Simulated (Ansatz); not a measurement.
# BFH4O2S (built from SMILES OB(O)F.S): molecular dynamics

The task is to watch the atoms for 60 steps of 0.75 fs, started with velocities for 1500 K and run at constant energy, and see to which side of the barrier the system falls.

Method: PBE0-D4/def2-SVP; program: Ansatz 0.2.0, Gaussian basis.

**1. Where the work starts**

The start, a first-order saddle point found at PBE0-D4 in triple zeta: 9 atoms, charge 0, spin multiplicity 1.

Atoms are counted from 1 here; the program's logs count them from 0.

Bond lengths: B1–O3 1.372 Å, B1–O4 1.368 Å, B1–S6 2.058 Å, F2–H5 1.169 Å, O3–H7 0.958 Å, O4–H8 0.961 Å, H5–S6 1.610 Å, S6–H9 1.343 Å. Angles: O3–B1–O4 120.3°, O3–B1–S6 116.5°, O4–B1–S6 110.0°, B1–O3–H7 115.3°, B1–O4–H8 111.4°, F2–H5–S6 134.5°, B1–S6–H5 59.2°, B1–S6–H9 93.6°, H5–S6–H9 93.2°.

Coordinates:

```mol
BFH4O2S
  3D, bonds by distance, orders not assigned

  9  8  0  0  0  0  0  0  0  0999 V2000
   -0.2073   -0.0688    0.2739 B   0  0
    0.0662    1.4957   -0.2270 F   0  0
   -1.5628   -0.2451    0.3947 O   0  0
    0.6241   -0.3847    1.3128 O   0  0
    0.5237    0.9034   -1.1250 H   0  0
    0.6384   -0.6569   -1.5072 S   0  0
   -2.0925    0.1817   -0.2796 H   0  0
    0.1412   -0.4520    2.1406 H   0  0
    1.8691   -0.7733   -0.9832 H   0  0
  1  3  8  0
  1  4  8  0
  1  6  8  0
  2  5  8  0
  3  7  8  0
  4  8  8  0
  5  6  8  0
  6  9  8  0
M  END
```

**2. Dynamics**

Input file md/in.yaml:

```yaml
crystal:
  periodic: [false, false, false]
  atoms:
    - {symbol: B, position_ang: [-0.207298, -0.068843, 0.273878]}
    - {symbol: F, position_ang: [0.066196, 1.495719, -0.226987]}
    - {symbol: O, position_ang: [-1.562798, -0.245131, 0.394740]}
    - {symbol: O, position_ang: [0.624066, -0.384686, 1.312796]}
    - {symbol: H, position_ang: [0.523653, 0.903388, -1.124998]}
    - {symbol: S, position_ang: [0.638375, -0.656878, -1.507246]}
    - {symbol: H, position_ang: [-2.092465, 0.181656, -0.279637]}
    - {symbol: H, position_ang: [0.141211, -0.452038, 2.140581]}
    - {symbol: H, position_ang: [1.869059, -0.773287, -0.983227]}
basis:
  gaussian: {orbitals: def2-SVP}
hamiltonian: {xc: pbe0, dispersion: d4}
md: {n_steps: 60, timestep: 0.75, temperature: 1500, ensemble: nve, seed: 629, initial_velocities: maxwell_boltzmann}
```

Run with:

```bash
$ ansatz run in.yaml --threads 4 --pin off --events-out ev --progress --plain --max-ram 9574MiB
```

Before running it: what results should come out? Wanted: temperature at the start; mean temperature, second half; lowest and highest potential energy, from the first frame; largest change of potential + kinetic.

The runs gave:

| quantity | value |
| --- | --- |
| length | 60 steps, 45.0 fs |
| temperature at the start | 1500 K |
| mean temperature, second half | 1551 K |
| lowest and highest potential energy, from the first frame | -601 and 934 meV |
| largest change of potential + kinetic | 11.0 meV |

What this shows: By the last frame it has moved back towards the start side of the step. The system runs downhill by 0.60 eV, and that energy turns into motion. With no thermostat the total energy should stay fixed; it holds within 11.0 meV, small beside the kinetic energy, so the time step serves. The instant temperature ranges from 480 to 2167 K, as energy passes between motion and strain.
